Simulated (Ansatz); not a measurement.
# SiF (P1) in Ansatz: convergence with smearing width

Aim: find how far smearing width must go before the results for SiF settle, at PBE. This setting moves, with any that are tied to it; all else stays.

Program: Ansatz 0.2.0. These are calculated values, not measurements. Logs are shortened: lines on timing, memory, paths and dates and some standing lists are left out, and cuts for length are marked.

**1. The cell of the first run**

The typed cell holds 2 atoms: a = 3.029 Å, b = 3.029 Å, c = 3.029 Å, α = 90.00°, β = 90.00°, γ = 90.00°.

The cell was built by a generator and needn't be a form met in nature.

The cell isn't the ideal one: atoms moved at random, drawn with an rms of 0.05 Å.

**2. With smearing width 0.3 eV**

File input.yaml:

```yaml
crystal:
  lattice:
    - [3.0286, 0.0, 0.0]
    - [0.0, 3.0286, 0.0]
    - [0.0, 0.0, 3.0286]
  atoms:
    - { symbol: Si, position: [0.490546, 0.4926, 0.483629] }
    - { symbol: F, position: [0.007868, -0.010374, 0.002039] }
hamiltonian:
  xc: pbe
  pseudopotentials: { kind: nc, accuracy: standard }
kpoints:
  mp_grid: { grid: [6, 6, 6] }
scf:
  occupations: { method: fermi_dirac, width: 0.3 }
output:
  forces: true
  stress: true
  eigenvalues: true
```

Potentials or basis: PseudoDojo standard (PBE files).

The run is started by

```bash
ansatz run input.yaml --threads 2 --pin off --max-ram 5632MiB --backend cpu --events-out ev --progress --plain --runs-dir out
```

Output:

```text
Warning: RAYON_NUM_THREADS=2 ignored (pool sized by the plan → 2); use --threads N
band count auto-derived: 11 (N_el = 11.0; filled up to band 6; 10 by the electrons, moments and atoms)
Engine: ansatz 0.2.0, aarch64-unknown-linux-gnu
Pseudopotentials: kind: nc
Pseudopotential: Si, nc, valence charge 4, recommended cutoff 489.804952 eV (normal), Si.nc.azcp (PseudoDojo's, or run here from an input of PseudoDojo's; its table is named by hamiltonian.pseudopotentials.accuracy)
Pseudopotential: F, nc, valence charge 7, recommended cutoff 1142.878222 eV (normal), F.nc.azcp (PseudoDojo's, or run here from an input of PseudoDojo's; its table is named by hamiltonian.pseudopotentials.accuracy)
Functional definition: PBE
  parameter kappa = 0.804
  parameter beta = 0.06672455060314922
  exchange = pbe_x(kappa = kappa, mu = beta*pi^2/3)
  correlation = pbe_c(beta = beta)
Crystal: 2 atoms, lattice volume = 27.780 Å³
Basis set: ecut = 1142.878222 eV, 2469 PW (Γ), exchange–correlation on 72×72×72 points (8 copies of the dense FFT grid, shifted against one another)
Bands: 11, of which v1, the nominal top of the filled ones, is band 6 counted from 1 (5 counted from 0)
Symmetry: 1 space group operations
Space group: P1 (ITA 1), of the structure as read, at distance tolerance 3.0e-5 Å
k-points: 112 of 216 (time reversal used)
Non-local potential: Si, projectors of the file, l = 0: 2, l = 1: 2, l = 2: 2
Non-local potential: F, projectors of the file, l = 0: 2, l = 1: 2, l = 2: 1
Initial density: superposition of atomic densities (chi_scale 0.1, normalization cell), built separately for each of the 2 bonded fragments (scf.initial_density.interfragment_charge_transfer: auto; true builds it for the cell as a whole; a typed value also counts as a typed key of the start: scf.initial_density.chi_scale says what that changes, if anything)
Initial wavefunctions: pseudopotential atomic-orbital guess
Functional: x = pbe(κ = 0.804, μ = 0.2195149727645171), c = pbe(β = 0.06672455060314922)
SCF iter   1: F=—  HF=-785.216769 eV  |F-HF|=—  |Δ(HF+E_count)|=         —  Δρ=9.75e-2  dr2=2.77e0  ethr=3.10e-3  ⟨swp⟩=5.1  Hψ=7824  notcnv=0
preconditioner: auto → none  [metal: Δε(μ)=0.294 eV  Ē_g=13.569 eV  σ=0.300 eV  W_gap=0.24  n_scr=6 (ndim 8)  ℏωp=21.1 eV  f_vac=0.000  D(μ)=1.24/eV (n_scr^D=6)  sad-step TF]
SCF iter   2: F=—  HF=-784.495431 eV  |F-HF|=—  |Δ(HF+E_count)|=   7.21e-1  Δρ=3.15e-2  dr2=1.63e-1  ethr=3.10e-3  ⟨swp⟩=2.0  Hψ=3347  notcnv=0
SCF iter   3: F=—  HF=-784.436934 eV  |F-HF|=—  |Δ(HF+E_count)|=   5.85e-2  Δρ=1.46e-2  dr2=2.30e-2  ethr=1.48e-3  ⟨swp⟩=1.0  Hψ=2128  notcnv=0
SCF iter   4: F=—  HF=-784.431972 eV  |F-HF|=—  |Δ(HF+E_count)|=   4.96e-3  Δρ=6.17e-3  dr2=4.36e-3  ethr=2.09e-4  ⟨swp⟩=1.5  Hψ=1475  notcnv=0
SCF iter   5: F=—  HF=-784.430674 eV  |F-HF|=—  |Δ(HF+E_count)|=   1.30e-3  Δρ=1.33e-3  dr2=2.00e-4  ethr=3.97e-5  ⟨swp⟩=2.0  Hψ=1887  notcnv=0
SCF iter   6: F=—  HF=-784.430611 eV  |F-HF|=—  |Δ(HF+E_count)|=   6.25e-5  Δρ=1.43e-4  dr2=2.27e-6  ethr=1.82e-6  ⟨swp⟩=2.4  Hψ=1914  notcnv=0
SCF iter   7: F=—  HF=-784.430613 eV  |F-HF|=—  |Δ(HF+E_count)|=   1.80e-6  Δρ=7.81e-6  dr2=6.04e-9  ethr=9.09e-10  ⟨swp⟩=5.0  Hψ=7286  notcnv=0
SCF iter   8: F=-784.430613 eV  HF=-784.430613 eV  |F-HF|=2.48e-11  |Δ(HF+E_count)|=   1.10e-9  Δρ=4.46e-7  dr2=1.34e-11  ethr=5.49e-11  ⟨swp⟩=1.1  Hψ=3580  notcnv=0
SCF 1 converged in 8 iterations: F = -784.430613 eV  dr2 = 1.34e-11
SCF converged after 8 iterations
Free energy (F): -784.430613 eV
Harris-Foulkes:  -784.430613 eV  (|F-HF|=2.48e-11)
Internal energy: -784.073385 eV  (E = F + TS)
E sigma→0 (E₀):  -784.251999 eV
Entropy (-TS):   -0.357228 eV (-178.614 meV/atom)
Fermi energy:    6.955116 eV
--- Per-component energies (eV) ---
  E_band       = -18.201263
  E_kinetic    = 472.939141
  E_local      = -711.368377  (includes V_loc(G=0)·N_el)
  E_nonlocal   = -51.285174
  E_hartree    = 239.914879
  E_xc         = -189.266984
  E_vxc        = -208.316601  (∫ρ·V_xc dr)
  E_ewald      = -545.006871
  E_smearing   = -0.357228  (= −TS)
  E_closure    = 0.000000  (closes the sum)
  Σ components = -784.430613   (vs F -784.430613, Δ=0.00e0)
--- Forces (eV/Å), atoms counted from 1 ---
  atom   1  Si    -0.04175187     0.00724097    -0.04431368
  atom   2  F      0.04174558    -0.00723981     0.04430685
  max |Σ_I F_I| component: 6.83e-6 eV/Å
--- Stress (GPa, compression-positive) ---
        0.785788       0.023372      -0.144002
        0.023372       0.894330       0.024826
       -0.144002       0.024826       0.771356
  P = ⅓ Tr σ = 0.8172 GPa (8.172 kbar)
--- Band table (eV; the first three rows and the last of 112) ---
  k-point 0: bands = ["-17.0693", "-1.9412", "1.7841", "1.7879", "1.7952", "12.0812", "12.1513", "12.1809", "12.8808", "12.9411", "23.0165"]
  k-point 1: bands = ["-17.0121", "-2.1224", "1.8601", "1.8642", "2.0059", "9.3844", "12.1321", "12.1569", "13.2234", "15.8507", "22.5911"]
  k-point 2: bands = ["-16.8946", "-2.5338", "2.0256", "2.0287", "2.8313", "6.6509", "12.0940", "12.0983", "14.1188", "18.9524", "20.8678"]
  k-point 111: bands = ["-16.5203", "0.9324", "0.9368", "0.9530", "4.1243", "6.1062", "6.1277", "6.1351", "16.1198", "16.1269", "16.1372"]
```

Run time: 6.6 s. Hardware: 2 threads of Arm Neoverse V2, shared host; peak memory 0.39 GiB.

Results:

```
Free energy            : -784.4306 eV
Pressure               : 0.8 GPa
Largest force          : 0.061 eV/Å
Band gap on the k mesh : none (metal or under the smearing width)
```

**3. With smearing width 0.2 eV**

input.yaml: that of step 2 with these lines changed.

```diff
@@ -14,3 +14,3 @@
 scf:
-  occupations: { method: fermi_dirac, width: 0.3 }
+  occupations: { method: fermi_dirac, width: 0.2 }
 output:
```

Potentials or basis: PseudoDojo standard (PBE files).

The run is started by

```bash
ansatz run input.yaml --threads 2 --pin off --max-ram 5632MiB --backend cpu --events-out ev --progress --plain --runs-dir out
```

It took 6.3 s on 2 threads of Arm Neoverse V2, shared host; peak memory 0.38 GiB.

What came out:

- Free energy: -784.3212 eV
- Pressure: 0.6 GPa
- Largest force: 0.061 eV/Å
- Band gap on the k mesh: none (metal or under the smearing width)

**4. With smearing width 0.15 eV**

input.yaml: that of step 3 with these lines changed.

```diff
@@ -14,3 +14,3 @@
 scf:
-  occupations: { method: fermi_dirac, width: 0.2 }
+  occupations: { method: fermi_dirac, width: 0.15 }
 output:
```

The run is started by

```bash
ansatz run input.yaml --threads 2 --pin off --max-ram 5632MiB --backend cpu --events-out ev --progress --plain --runs-dir out
```

Run time: 5.5 s. Hardware: 2 threads of Arm Neoverse V2, shared host; peak memory 0.38 GiB.

Results:

- Free energy: -784.2752 eV
- Pressure: 0.5 GPa
- Largest force: 0.060 eV/Å
- Band gap on the k mesh: none (metal or under the smearing width)

**5. With smearing width 0.1 eV**

input.yaml: that of step 4 with these lines changed.

```diff
@@ -14,3 +14,3 @@
 scf:
-  occupations: { method: fermi_dirac, width: 0.15 }
+  occupations: { method: fermi_dirac, width: 0.1 }
 output:
```

The run is started by

```bash
ansatz run input.yaml --threads 2 --pin off --max-ram 5632MiB --backend cpu --events-out ev --progress --plain --runs-dir out
```

Run time: 7 s. Hardware: 2 threads of Arm Neoverse V2, shared host; peak memory 0.38 GiB.

What came out:

| Property | Result |
| --- | --- |
| Free energy | -784.2371 eV |
| Pressure | 0.4 GPa |
| Largest force | 0.058 eV/Å |
| Band gap on the k mesh | none (metal or under the smearing width) |

**6. With smearing width 0.05 eV**

input.yaml: that of step 5 with these lines changed.

```diff
@@ -14,3 +14,3 @@
 scf:
-  occupations: { method: fermi_dirac, width: 0.1 }
+  occupations: { method: fermi_dirac, width: 0.05 }
 output:
```

Potentials or basis: PseudoDojo standard (PBE files).

The run is started by

```bash
ansatz run input.yaml --threads 2 --pin off --max-ram 5632MiB --backend cpu --events-out ev --progress --plain --runs-dir out
```

It took 7.1 s on 2 threads of Arm Neoverse V2, shared host; peak memory 0.39 GiB.

The run converged. Its results:

- Free energy: -784.2107 eV
- Pressure: 0.2 GPa
- Largest force: 0.054 eV/Å
- Band gap on the k mesh: none (metal or under the smearing width)

**7. With smearing width 0.025 eV**

input.yaml: that of step 6 with these lines changed.

```diff
@@ -14,3 +14,3 @@
 scf:
-  occupations: { method: fermi_dirac, width: 0.05 }
+  occupations: { method: fermi_dirac, width: 0.025 }
 output:
```

The run is started by

```bash
ansatz run input.yaml --threads 2 --pin off --max-ram 5632MiB --backend cpu --events-out ev --progress --plain --runs-dir out
```

Run time: 7 s. Hardware: 2 threads of Arm Neoverse V2, shared host; peak memory 0.39 GiB.

The run converged. Its results:

- Free energy: -784.2035 eV
- Pressure: 0.1 GPa
- Largest force: 0.052 eV/Å
- Band gap on the k mesh: none (metal or under the smearing width)

**8. With smearing width 0.01 eV**

input.yaml: that of step 7 with these lines changed.

```diff
@@ -14,3 +14,3 @@
 scf:
-  occupations: { method: fermi_dirac, width: 0.025 }
+  occupations: { method: fermi_dirac, width: 0.01 }
 output:
```

The run is started by

```bash
ansatz run input.yaml --threads 2 --pin off --max-ram 5632MiB --backend cpu --events-out ev --progress --plain --runs-dir out
```

It took 5.4 s on 2 threads of Arm Neoverse V2, shared host; peak memory 0.39 GiB.

The run converged. Its results:

```yaml
Free_energy: -784.2006 eV
Pressure: 0.1 GPa
Largest_force: 0.054 eV/Å
Band_gap_on_the_k_mesh: none (metal or under the smearing width)
```

**9. With smearing width 0.005 eV**

input.yaml: that of step 8 with these lines changed.

```diff
@@ -14,3 +14,3 @@
 scf:
-  occupations: { method: fermi_dirac, width: 0.01 }
+  occupations: { method: fermi_dirac, width: 0.005 }
 output:
```

Potentials or basis: PseudoDojo standard (PBE files).

The run is started by

```bash
ansatz run input.yaml --threads 2 --pin off --max-ram 5632MiB --backend cpu --events-out ev --progress --plain --runs-dir out
```

Run time: 5.4 s. Hardware: 2 threads of Arm Neoverse V2, shared host; peak memory 0.39 GiB.

Results (log left out):

- Free energy: -784.2000 eV
- Pressure: 0.1 GPa
- Largest force: 0.055 eV/Å
- Band gap on the k mesh: none (metal or under the smearing width)

**10. Result**

```
smearing width  energy less the tightest run, at zero smearing (meV/atom)  pressure (GPa)  largest force (eV/Å)  SCF cycles  CPU time (s)  peak memory (GiB)
        0.3 eV                                                     -26.10            0.82                 0.061           8            13               0.39
        0.2 eV                                                     -11.38            0.60                 0.061           8            12               0.38
       0.15 eV                                                      -5.80            0.50                 0.060           7            11               0.38
        0.1 eV                                                      -2.11            0.39                 0.058           9            14               0.38
       0.05 eV                                                      -0.82            0.22                 0.054           9            14               0.39
      0.025 eV                                                      -0.46            0.13                 0.052           9            14               0.39
       0.01 eV                                                      -0.01            0.12                 0.054           7            11               0.39
      0.005 eV                                                       0.00            0.12                 0.055           7            11               0.39
```

Against the tightest run, the energy stays within 1 meV/atom from 0.05 eV on; the pressure stays within 0.1 GPa from 0.025 eV on; the largest force stays within 0.005 eV/Å from 0.1 eV on. Narrower smearing needs a denser k mesh, so at a fixed mesh the narrowest width isn't the most accurate. The tightest run that finished is the yardstick and may itself not be fully converged.

Caveats: an odd number of electrons without spin polarisation forces a metal; a magnetic or distorted state may lie lower.
